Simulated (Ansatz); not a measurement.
# B₂BrFH₄Si: basis-set convergence

How large a basis does B₂BrFH₄Si need? Two functionals are run in growing sets.

Program: Ansatz 0.2.0, Gaussian basis. Level of theory: one geometry, several basis sets. These are calculated values, not measurements.

Levels to be run: PBE0-D4/def2-SVP; ωB97M-V/def2-SVP; PBE0-D4/def2-QZVPP; ωB97M-V/def2-QZVPP; the functionals' def2-TZVPP values are taken from earlier runs.

**1. Structure used throughout**

The geometry comes from an earlier relaxation with PBE0-D4 in a triple-zeta def2 set; it is a stationary point, not always the lowest conformer.

9 atoms, charge 0, spin multiplicity 1.

Atoms are counted from 1 here; the program's logs count them from 0.

Bond lengths: F1–B2 1.326 Å, B2–B3 1.684 Å, B2–H6 1.205 Å, B3–Si4 2.016 Å, B3–Br5 1.913 Å, Si4–H7 1.489 Å, Si4–H8 1.486 Å, Si4–H9 1.492 Å. Angles: F1–B2–B3 121.0°, F1–B2–H6 116.4°, B3–B2–H6 122.6°, B2–B3–Si4 127.3°, B2–B3–Br5 114.3°, Si4–B3–Br5 118.3°, B3–Si4–H7 111.1°, B3–Si4–H8 112.3°, B3–Si4–H9 107.0°, H7–Si4–H8 109.6°, H7–Si4–H9 107.8°, H8–Si4–H9 109.0°.

**2. PBE0-D4 in def2-SVP**

File in.yaml:

```yaml
crystal:
  periodic: [false, false, false]
  atoms:
    - {symbol: F, position_ang: [2.552143, -0.877114, -0.504109]}
    - {symbol: B, position_ang: [1.830571, 0.127747, -0.027448]}
    - {symbol: B, position_ang: [0.232395, 0.352215, -0.509279]}
    - {symbol: Si, position_ang: [-1.423698, -0.385708, 0.372552]}
    - {symbol: Br, position_ang: [0.017263, 1.541610, -1.991920]}
    - {symbol: H, position_ang: [2.382043, 0.860014, 0.754468]}
    - {symbol: H, position_ang: [-1.212514, -1.790785, 0.816768]}
    - {symbol: H, position_ang: [-2.613447, -0.317355, -0.515048]}
    - {symbol: H, position_ang: [-1.676256, 0.443075, 1.586814]}
basis:
  gaussian: {orbitals: def2-SVP}
hamiltonian: {xc: pbe0, dispersion: d4}
output: {orbitals: {seedname: orbitals}}
```

Further steps of the session: ωB97M-V in def2-SVP; PBE0-D4 in def2-QZVPP; ωB97M-V in def2-QZVPP.

**Question.** What will the summary of the whole plan be? Wanted: PBE0-D4: double and triple zeta above quadruple; ωB97M-V: double and triple zeta above quadruple.

As calculated:

```
                                       quantity           value
PBE0-D4: double and triple zeta above quadruple  17.92, 1.91 eV
ωB97M-V: double and triple zeta above quadruple  17.97, 1.83 eV
```

**Reading.** For PBE0-D4 the step from double to triple zeta gains 16.01 eV and the next only 1.91 eV. Total energies overstate the basis error of differences, where much of it tends to cancel.
